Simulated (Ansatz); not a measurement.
# BBrFH2N: a ladder of functionals and wavefunction methods

An exercise on one series of results from a longer session: the logs are not shown, and one member is left open.

Computed with Ansatz 0.2.0, Gaussian basis. Level: functionals in def2-TZVPP, the program's frozen cores in correlated methods.

The runs, in order: LDA (SPW92), PBE-D4, revPBE-D4, BLYP-D4, r2SCAN-D4, B97M-V, PBE0-D4, B3LYP-D4, r2SCANh-D4, r2SCAN0-D4, HSE06-D4, BHLYP-D4, CAM-B3LYP-D4, LC-ωPBE, ωB97X-V, ωB97M-V, B2PLYP, PBE-QIDH; CCSD(T)/def2-SVP; CCSD(T)/def2-TZVPP; MP2/def2-QZVPP; extrapolation to the limit; RPA on PBE.

**The relaxed structure**

An earlier PBE0-D4 in a triple-zeta def2 set relaxation fixed the geometry.

SMILES `NB(F)Br`, 6 atoms, charge 0, spin multiplicity 1.

Atoms are counted from 1 here; the program's logs count them from 0.

Bond lengths: N1–B2 1.386 Å, N1–H5 1.003 Å, N1–H6 1.006 Å, B2–F3 1.326 Å, B2–Br4 1.931 Å. Angles: B2–N1–H5 122.8°, B2–N1–H6 121.9°, H5–N1–H6 115.3°, N1–B2–F3 121.0°, N1–B2–Br4 120.9°, F3–B2–Br4 118.1°.

As a file:

```mol
BBrFH2N
  3D, bonds by distance, orders not assigned

  6  5  0  0  0  0  0  0  0  0999 V2000
    0.0514    0.7765    0.1106 N   0  0
    0.0419   -0.6070    0.0352 B   0  0
    0.5595   -1.3472    1.0061 F   0  0
   -0.7260   -1.5121   -1.4877 Br  0  0
   -0.3325    1.3629   -0.6075 H   0  0
    0.4477    1.2629    0.8970 H   0  0
  1  2  8  0
  2  3  8  0
  2  4  8  0
  1  5  8  0
  1  6  8  0
M  END
```

The first run:

File in.yaml:

```yaml
crystal:
  periodic: [false, false, false]
  atoms:
    - {symbol: N, position_ang: [0.051374, 0.776534, 0.110610]}
    - {symbol: B, position_ang: [0.041868, -0.607022, 0.035240]}
    - {symbol: F, position_ang: [0.559512, -1.347204, 1.006065]}
    - {symbol: Br, position_ang: [-0.725958, -1.512110, -1.487684]}
    - {symbol: H, position_ang: [-0.332459, 1.362901, -0.607536]}
    - {symbol: H, position_ang: [0.447664, 1.262901, 0.897005]}
basis:
  gaussian: {orbitals: def2-TZVPP}
hamiltonian: {xc: lda}
output: {orbitals: {seedname: orbitals}}
```

Steps of the session up to this table: LDA; PBE-D4 (GGA); revPBE-D4 (GGA); BLYP-D4 (GGA); r2SCAN-D4 (meta-GGA); B97M-V (meta-GGA); PBE0-D4 (hybrid); B3LYP-D4 (hybrid); r2SCANh-D4 (hybrid); r2SCAN0-D4 (hybrid); HSE06-D4 (hybrid); BHLYP-D4 (hybrid); CAM-B3LYP-D4 (range-separated); LC-ωPBE-D4 (range-separated; the results give it without D4); ωB97X-V (range-separated); ωB97M-V (range-separated); B2PLYP (double hybrid); PBE-QIDH (double hybrid).

One table of the session follows, with a row left open; its other results are not shown here.

It belongs to the step «Orbital energies across the functionals». 

```
  functional  HOMO (eV)  LUMO (eV)  gap (eV)
 LDA (SPW92)      -7.11      -0.53      6.58
      PBE-D4      -6.94      -0.23      6.70
   revPBE-D4      -6.87      -0.12      6.75
     BLYP-D4      -6.78      -0.23      6.55
   r2SCAN-D4      -7.27       0.16      7.43
      B97M-V      -7.33       0.09      7.41
     PBE0-D4      -8.28       0.62      8.90
    B3LYP-D4      -8.02       0.26      8.28
  r2SCANh-D4      -7.77       0.50      8.27
  r2SCAN0-D4      -8.51       1.01      9.52
    HSE06-D4          ?          ?         ?
    BHLYP-D4      -9.47       1.17     10.64
CAM-B3LYP-D4      -9.64       1.32     10.96
     LC-ωPBE     -11.04       2.63     13.67
     ωB97X-V     -10.66       2.42     13.08
     ωB97M-V     -10.52       1.93     12.45
```

**Question.** Estimate the row for HSE06-D4.

**Answer.** HOMO (eV): -7.88; LUMO (eV): 0.26; gap (eV): 8.14. In the column «HOMO (eV)» it lies between B3LYP-D4 (-8.02) and r2SCANh-D4 (-7.77).
